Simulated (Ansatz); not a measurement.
# CH₁₀N₂Si₂: one species, many methods

The task here is to estimate one member of a computed series from the others.

The runs use Ansatz 0.2.0, Gaussian basis; functionals in def2-TZVPP, the program's frozen cores in correlated methods.

Levels to be run: PBE-D4, r2SCAN-D4, PBE0-D4, B3LYP-D4, ωB97X-V, ωB97M-V, B2PLYP; CCSD(T)/def2-TZVPP; MP2/def2-QZVPP; extrapolation to the limit.

**The relaxed structure**

An earlier PBE0-D4 in a triple-zeta def2 set relaxation fixed the geometry.

SMILES `C[SiH](N)[SiH2]N`, 15 atoms, charge 0, spin multiplicity 1.

Atoms are counted from 1 here; the program's logs count them from 0.

Bond lengths: C1–Si2 1.871 Å, C1–H6 1.093 Å, C1–H7 1.094 Å, C1–H8 1.092 Å, Si2–N3 1.733 Å, Si2–Si4 2.353 Å, Si2–H9 1.500 Å, N3–H10 1.009 Å, N3–H11 1.009 Å, Si4–N5 1.732 Å, Si4–H12 1.500 Å, Si4–H13 1.490 Å, N5–H14 1.009 Å, N5–H15 1.008 Å. Angles: Si2–C1–H6 110.5°, Si2–C1–H7 110.9°, Si2–C1–H8 111.1°, H6–C1–H7 107.6°, H6–C1–H8 108.4°, H7–C1–H8 108.2°, C1–Si2–N3 108.9°, C1–Si2–Si4 113.4°, C1–Si2–H9 106.8°, N3–Si2–Si4 103.3°, N3–Si2–H9 114.5°, Si4–Si2–H9 110.0°, Si2–N3–H10 117.5°, Si2–N3–H11 119.8°, H10–N3–H11 110.4°, Si2–Si4–N5 105.0°, Si2–Si4–H12 110.3°, Si2–Si4–H13 113.3° and more.

Set-up of the first run:

The input, in.yaml:

```yaml
crystal:
  periodic: [false, false, false]
  atoms:
    - {symbol: C, position_ang: [-0.411724, 1.868090, -1.114607]}
    - {symbol: Si, position_ang: [0.220072, 0.866316, 0.333510]}
    - {symbol: N, position_ang: [1.775006, 0.216655, -0.069141]}
    - {symbol: Si, position_ang: [-1.069960, -1.050181, 0.777690]}
    - {symbol: N, position_ang: [-0.050003, -2.384191, 0.354984]}
    - {symbol: H, position_ang: [-1.397938, 2.283276, -0.891482]}
    - {symbol: H, position_ang: [0.258237, 2.704715, -1.332564]}
    - {symbol: H, position_ang: [-0.492855, 1.252142, -2.012840]}
    - {symbol: H, position_ang: [0.214880, 1.776278, 1.525563]}
    - {symbol: H, position_ang: [2.118624, -0.549736, 0.490040]}
    - {symbol: H, position_ang: [2.529781, 0.838532, -0.316500]}
    - {symbol: H, position_ang: [-2.374683, -0.982783, 0.040854]}
    - {symbol: H, position_ang: [-1.430357, -1.196692, 2.216274]}
    - {symbol: H, position_ang: [0.479590, -2.312655, -0.500558]}
    - {symbol: H, position_ang: [-0.368661, -3.329767, 0.498757]}
basis:
  gaussian: {orbitals: def2-TZVPP}
hamiltonian: {xc: pbe, dispersion: d4}
output: {forces: true, orbitals: {seedname: orbitals}}
```

Launch:

```
$ ansatz run in.yaml --threads 2 --pin off --events-out ev --progress --plain --max-ram 22528MiB --backend cuda --devices 0, --max-vram 18GiB
```

Among the steps run: PBE-D4 (GGA); r2SCAN-D4 (meta-GGA); PBE0-D4 (hybrid); B3LYP-D4 (hybrid); ωB97X-V (range-separated); ωB97M-V (range-separated); B2PLYP (double hybrid); CCSD(T) in def2-TZVPP; MP2 in def2-QZVPP.

One table of the session follows, with a row left open; its other results are not shown here.

| method | atomisation energy (eV) |
| --- | --- |
| PBE-D4 | 53.540 |
| r2SCAN-D4 | 52.957 |
| PBE0-D4 | 52.907 |
| B3LYP-D4 | 53.338 |
| ωB97X-V | 53.513 |
| ωB97M-V | 53.349 |
| B2PLYP | 52.528 |
| HF/def2-TZVPP | 38.348 |
| MP2/def2-TZVPP | ? |
| CCSD/def2-TZVPP | 51.024 |
| CCSD(T)/def2-TZVPP | 51.652 |
| MP2/CBS | 53.357 |
| CCSD(T)/CBS | 53.216 |

Q: Estimate the row for MP2/def2-TZVPP from the others.

As computed: atomisation energy (eV): 51.793. In the column «atomisation energy (eV)» it lies between CCSD(T)/def2-TZVPP (51.652) and B2PLYP (52.528).
